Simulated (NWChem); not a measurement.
**SnH3 (SMILES [SnH3]) at UCCSD/def2-SVPD (core potential)**

What is the vertical ionisation energy of SnH3 at UCCSD/def2-SVPD (core potential)? 

The results are computed with NWChem 7.3.0.

### 1 The molecule

SnH3: 4 atoms, total charge 0, spin state doublet. SMILES: `[SnH3]`. The coordinates come from a PBE0-D4/def2-TZVP relaxation.

Bond lengths: Sn1–H2 1.715 Å, Sn1–H3 1.715 Å, Sn1–H4 1.715 Å. Angles: H2–Sn1–H3 109.6°, H2–Sn1–H4 109.6°, H3–Sn1–H4 109.6°.

### 2 The energy at UCCSD/def2-SVPD (core potential)

File struct.nw:

```
start struct
memory stack 880 mb heap 220 mb global 1100 mb

geometry units au noautosym nocenter noautoz
   Sn  0.52950126 -0.39986605 -0.51343859
   H   1.99403901  0.02078699  2.34647293
   H  -2.12594189 -2.21513696 -0.12094247
   H  -0.29271858  2.48026554 -1.75045331
end

basis spherical bse
   Sn library def2-SVPD
   H library def2-SVPD
end

ecp bse
   Sn library def2-SVPD
end

scf
   nopen 1
   uhf
   thresh 1e-08
   maxiter 80
   print low
end

tce
   scf
   ccsd
   freeze core 4
   maxiter 60
end

task tce energy
```

Started as:

```bash
$ nwchem struct.nw > struct.out
```

Log:

```text
[...]
  functions       =    56
[...]
  wavefunction    = UHF
[...]
         Total SCF energy =   -215.039239543768
      One electron energy =   -419.300418135372
      Two electron energy =    183.327779633083
 Nuclear repulsion energy =     20.933398958521
                       Sz =      0.5000
                 Sz(Sz+1) =      0.7500
                      S^2 =      0.7538
[...]
         Wavefunction type : Unrestricted Hartree-Fock
          No. of electrons :    25
[...]
         Spin multiplicity : doublet
[...]
 CCSD total energy / hartree       =      -215.181878653501371
[...]
```

It took 11 s on 1 thread of AMD EPYC 9R14 (Zen 4), shared host; peak memory 0.36 GiB.

### 3 The singlet cation, same level

File sp.xyz:

```xyz
4
H3Sn
Sn     0.280200    -0.211600    -0.271700
H      1.055200     0.011000     1.241700
H     -1.125000    -1.172200    -0.064000
H     -0.154900     1.312500    -0.926300
```

File sp.nw:

```
start sp
title "H3Sn"
memory total 2200 mb
charge 1

geometry units angstrom noautosym nocenter noautoz
  load sp.xyz
end

basis spherical bse
  * library def2-SVPD
end

ecp bse
  Sn library def2-SVPD
end

scf
  thresh 1e-08
  maxiter 80
  print low
end

ccsd
  freeze core 4
  maxiter 60
end

task ccsd energy
```

Started as:

```bash
$ nwchem sp.nw > sp.out
```

Log:

```text
[...]
  functions       =    56
[...]
  wavefunction    = RHF
[...]
         Total SCF energy =   -214.744991384456
      One-electron energy =   -412.386004578676
      Two-electron energy =    176.707612717123
 Nuclear repulsion energy =     20.933400477097
        Time for solution =      2.9s
[...]
 Total MP2 energy:           -214.853153448344074
[...]
             energy      energy      error      ampl     ampl      Block
                                                time     time      time
[...]
 Total CCSD energy:           -214.879701067530817
[...]
```

It took 14 s on 1 thread of AMD EPYC 9R14 (Zen 4), shared host; peak memory 0.12 GiB.

### 4 Results

Level: UCCSD/def2-SVPD (core potential), 4 core orbitals frozen.

```
                                                   quantity          value
                                 doublet SnH3: total energy  -215.18188 Eh
  doublet SnH3: correlation energy (4 core orbitals frozen)     -142.6 mEh
            doublet SnH3: ⟨S²⟩ of the reference determinant          0.754
                               singlet cation: total energy  -214.87970 Eh
singlet cation: correlation energy (4 core orbitals frozen)     -134.7 mEh
         vertical ionisation energy (to the singlet cation)       8.223 eV
```

**Reading.** Removing an electron at fixed nuclei costs 8.22 eV (793 kJ/mol). Only the singlet of the ionised species was computed; a triplet could lie lower.
